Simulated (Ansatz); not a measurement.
## C3H7FSn, SMILES [CH3][SnH]1[CH2][CH]1F: a rigid torsion scan, step by step

Program: Ansatz 0.2.0, Python API.

Typed at the interpreter:
```pycon
>>> import warnings
>>> import ansatz as az
>>> from ase import Atoms
>>> params = {
...     "basis": "def2-SVP",
...     "functional": "pbe0",
...     "fmax": 0.02,
...     "level": "mp2",
... }
>>> warnings.simplefilter("ignore", az.DeckWarning)
>>> atoms = Atoms(["C", "Sn", "C", "C", "F", "H", "H", "H", "H", "H", "H", "H"], positions=[
...     [-1.6618, -0.7937, 0.8926],
...     [0.4006, -0.4042, 0.8595],
...     [1.2419, -0.2217, -1.1431],
...     [0.8577, 1.0944, -0.6846],
...     [-0.3615, 1.4795, -1.3577],
...     [-1.9796, -1.3249, 1.7781],
...     [-1.9735, -1.3055, -0.0285],
...     [-2.2048, 0.2409, 0.8973],
...     [1.126, 0.3226, 2.3339],
...     [2.3837, -0.3055, -1.13],
...     [0.665, -0.6933, -1.9159],
...     [1.5833, 1.8563, -0.4674],
... ])
>>> # relax first, so that the scan starts from a minimum
>>> first = (
...     az.Crystal.molecule_from_ase(atoms).calculation()
...     .basis(gaussian=params["basis"])
...     .functional(params["functional"])
...     .relax(force_tolerance=params["fmax"], max_steps=80)
... )
>>> atoms.positions = first.run(threads=1).report["positions_ang"]
>>> start = atoms.get_dihedral(2, 1, 0, 5)
>>> energies = {}
>>> for turn in range(0, 121, 20):
...     turned = atoms.copy()
...     turned.set_dihedral(2, 1, 0, 5, start + turn, indices=[0, 5, 6, 7])
...     calc = az.Crystal.molecule_from_ase(turned).calculation()
...     calc = calc.basis(gaussian=params["basis"])
...     calc = calc.correlation(params["level"])
...     energies[round((start + turn) % 360)] = calc.run(threads=1).report["free_energy_ev"]
...
>>> floor = min(energies.values())
>>> print("dihedral C2-Sn1-C0-H5 (deg)   E - E(min) (eV)")
dihedral C2-Sn1-C0-H5 (deg)   E - E(min) (eV)
>>> for angle, e in sorted(energies.items()):
...     print(f"{angle:8d} {(e - floor):14.3f}  " + "#" * int(30 * (e - floor) / max(max(energies.values()) - floor, 1e-9)))
...
      86          0.000
     106          0.006  ######
     126          0.018  #####################
     146          0.026  ##############################
     166          0.021  ########################
     186          0.010  ###########
     206          0.004  ####
```

The scan is rigid and the energies are electronic, in a modest basis. With rigid groups the curve can differ much from the relaxed path, the start wasn't checked as a minimum of this torsion, and equivalent turns needn't return to the same energy. def2 sets replace the cores of elements past krypton by effective core potentials. The start is relaxed with a density functional and scanned with the wavefunction method, so it isn't exactly that method's minimum. Wall time of the script: 3.5 min on 1 thread of Arm Neoverse V1, with other jobs on the host, peak memory 0.37 GiB.
